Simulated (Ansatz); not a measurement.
# C₂H₆AlF: one species, many methods

How much do the methods differ for C₂H₆AlF? The plan is to run it at one geometry with functionals of several rungs and with coupled cluster. The yardstick is the atomisation energy at the CCSD(T) limit.

Method: functionals in def2-TZVPP, the program's frozen cores in correlated methods; program: Ansatz 0.2.0, Gaussian basis.

Levels to be run: LDA (SPW92), PBE-D4, revPBE-D4, BLYP-D4, r2SCAN-D4, B97M-V, PBE0-D4, B3LYP-D4, r2SCANh-D4, r2SCAN0-D4, HSE06-D4, BHLYP-D4, CAM-B3LYP-D4, LC-ωPBE, ωB97X-V, ωB97M-V, B2PLYP, PBE-QIDH; CCSD(T)/def2-SVP; CCSD(T)/def2-TZVPP; MP2/def2-QZVPP; extrapolation to the limit; RPA on PBE.

**1. The geometry**

All runs share one geometry, relaxed beforehand with PBE0-D4 in a triple-zeta def2 set.

SMILES `C[CH](F)[AlH2]`, 10 atoms, charge 0, spin multiplicity 1.

Atoms are counted from 1 here; the program's logs count them from 0.

Bond lengths: C1–C2 1.515 Å, C1–H5 1.094 Å, C1–H6 1.093 Å, C1–H7 1.094 Å, C2–F3 1.410 Å, C2–Al4 1.991 Å, C2–H8 1.100 Å, Al4–H9 1.584 Å, Al4–H10 1.590 Å. Angles: C2–C1–H5 110.9°, C2–C1–H6 111.9°, C2–C1–H7 110.1°, H5–C1–H6 107.7°, H5–C1–H7 108.0°, H6–C1–H7 108.1°, C1–C2–F3 108.5°, C1–C2–Al4 114.8°, C1–C2–H8 108.2°, F3–C2–Al4 109.4°, F3–C2–H8 105.8°, Al4–C2–H8 109.8°, C2–Al4–H9 120.9°, C2–Al4–H10 117.7°, H9–Al4–H10 121.4°.

**2. LDA**

This LDA is Slater exchange with PW92 correlation.

Input file in.yaml:

```yaml
crystal:
  periodic: [false, false, false]
  atoms:
    - {symbol: C, position_ang: [-0.591600, 0.047635, -1.159837]}
    - {symbol: C, position_ang: [-0.063034, -0.642810, 0.081055]}
    - {symbol: F, position_ang: [-1.141684, -1.267762, 0.739571]}
    - {symbol: Al, position_ang: [0.891340, 0.549237, 1.358388]}
    - {symbol: H, position_ang: [-1.116276, -0.661046, -1.807583]}
    - {symbol: H, position_ang: [-1.288687, 0.853034, -0.913537]}
    - {symbol: H, position_ang: [0.236199, 0.478130, -1.731334]}
    - {symbol: H, position_ang: [0.604338, -1.456773, -0.237403]}
    - {symbol: H, position_ang: [0.281052, 0.865445, 2.785454]}
    - {symbol: H, position_ang: [2.271455, 1.183710, 0.888327]}
basis:
  gaussian: {orbitals: def2-TZVPP}
hamiltonian: {xc: lda}
output: {orbitals: {seedname: orbitals}}
```

Command:

```console
$ ansatz run in.yaml --threads 2 --pin off --events-out ev --progress --plain --max-ram 4352MiB
```

Further steps of the session: PBE-D4 (GGA); revPBE-D4 (GGA); BLYP-D4 (GGA); r2SCAN-D4 (meta-GGA); B97M-V (meta-GGA); B3LYP-D4 (hybrid); r2SCANh-D4 (hybrid); r2SCAN0-D4 (hybrid); HSE06-D4 (hybrid); BHLYP-D4 (hybrid); CAM-B3LYP-D4 (range-separated); LC-ωPBE (range-separated); ωB97X-V (range-separated); ωB97M-V (range-separated); B2PLYP (double hybrid); PBE-QIDH (double hybrid); CCSD(T) in def2-SVP; CCSD(T) in def2-TZVPP; MP2 in def2-QZVPP; RPA on PBE orbitals.

Q: Predict the results of all the runs planned. Wanted: atomisation energy, CCSD(T)/CBS; farthest beyond LDA; mean size of error, GGA; mean size of error, meta-GGA; mean size of error, hybrid; mean size of error, range-separated; mean size of error, double hybrid; gap, smallest and largest; T1 diagnostic.

**Answer**, as computed:

```
                               quantity                                                                                   value
        atomisation energy, CCSD(T)/CBS                                                                               35.273 eV
    functionals within 0.176 eV (0.5 %)  BLYP-D4, r2SCAN-D4, PBE0-D4, B3LYP-D4, r2SCANh-D4, HSE06-D4, LC-ωPBE, ωB97X-V, ωB97M-V
                    farthest beyond LDA                                                                    BHLYP-D4 (-0.904 eV)
                mean size of error, GGA                                                                                0.314 eV
           mean size of error, meta-GGA                                                                                0.151 eV
             mean size of error, hybrid                                                                                0.276 eV
    mean size of error, range-separated                                                                                0.106 eV
      mean size of error, double hybrid                                                                                0.353 eV
              gap, smallest and largest                                               3.58 eV (LDA (SPW92)), 10.62 eV (LC-ωPBE)
                          T1 diagnostic                                                                                  0.0108
triples share of the correlation energy                                                                                   3.2 %
```

**Reading.** The LDA atomisation energy is off by 4.713 eV (13 %): it overbinds. PBE-D4 is off by +0.421 eV. Double hybrids carry the basis error of their MP2 part in triple zeta, and no dispersion term here, so their miss is partly the set-up's. The rungs range-separated, meta-GGA miss on average by less than the doubt on the reference (0.176 eV), so they tie. The reference freezes the cores and leaves out relativity and excitations past (T), so misses under about 0.176 eV can't be ranked. Hartree-Fock recovers 74 % of the binding; the rest is correlation. CCSD(T) in def2-SVP is off by -1.638 eV, so the small basis spoils what the method gains. The gap grows from 3.6 to 10.6 eV across the functionals, mostly with the share of exact exchange.
